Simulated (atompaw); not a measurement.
**Pseudopotential generation for Sn: PAW (atompaw), PBEsol**

Task: generate the file, and judge it by its logarithmic derivatives, its ghosts and its cutoff.

Method: atompaw 4.2.0.5, PBEsol, scalar-relativistic.

## (1) The atom and the settings

Typed settings, in words:

| Item | Value |
| --- | --- |
| element | tin (Sn, Z = 50) |
| type | PAW |
| frozen core | [Kr] |
| valence charge | 14 |
| reference configuration | 4d10 5s2 5p2 |
| partial waves | 5s (bound): rc 2.35 bohr; 5s channel at 1.45 Ry: rc 2.35 bohr; 5p (bound): rc 2.30 bohr; 5p channel at 0.95 Ry: rc 2.35 bohr; 4d (bound): rc 2.35 bohr; 4d channel at 0.05 Ry: rc 2.35 bohr |
| local potential | troulliermartins scheme with l = 3 at 0 Ry, radius 1.70 bohr |
| core correction | smooth core density matched at 1.25 bohr |
| augmentation charge | besselshape compensation charge, radius 2.30 bohr; PAW radius 2.35 bohr; waves and projectors: custom rrkj gramschmidtortho |

## (2) The generation run

Sn.input reads:

```
Sn 50
GGA-PBESOL scalarrelativistic loggrid 1500 logderivrange -4 5 226
5 5 4 0 0 0
5 1 2
0 0 0
c
c
c
c
v
c
c
c
v
c
v
2
2.35 2.30 1.70 1.25
y
1.45
n
y
0.95
n
y
0.05
n
custom rrkj gramschmidtortho besselshape
3 0 troulliermartins
2.35
2.35
2.30
2.35
2.35
2.35
PWSCFOUT
UPFDX 0.0125d0 UPFXMIN -7.d0 UPFZMESH 50.d0
END
```

Launch:

```bash
atompaw < Sn.input > Sn.log
```

Q: Predict the outcome of this session. Wanted: cutoffs for 10 and 1 mRy, occupied levels; bound ghosts; largest phase difference near zero energy, channels read; lowest eigenvalue of the overlap; share of valence orbitals outside the PAW sphere; UPF file.

The runs gave:

| quantity | value |
| --- | --- |
| cutoffs for 10 and 1 mRy, occupied levels | 18 Ry and 35 Ry |
| bound ghosts | s at -995.92 eV, p at -184.16 eV |
| largest phase difference near zero energy, channels read | 0.003 rad |
| lowest eigenvalue of the overlap (Bessel basis) | 0.046 (s) |
| share of valence orbitals outside the PAW sphere | 5s 46 %, 5p 73 %, 4d 2 % |
| UPF file | written |

**Reading.** A bound ghost (s, p) makes it unfit for use: electrons can fall into a state that the atom doesn't have. By its cutoff, 18 Ry for the looser tolerance, it is soft on the atom at that tolerance. The slowest occupied level is 4d: taken alone it needs 18 Ry to come within 1 mRy, against 6 Ry or less for 5s. Near zero energy the phases of the channels with partial waves agree within 0.003 rad. All of this concerns the isolated atom, not yet a solid.
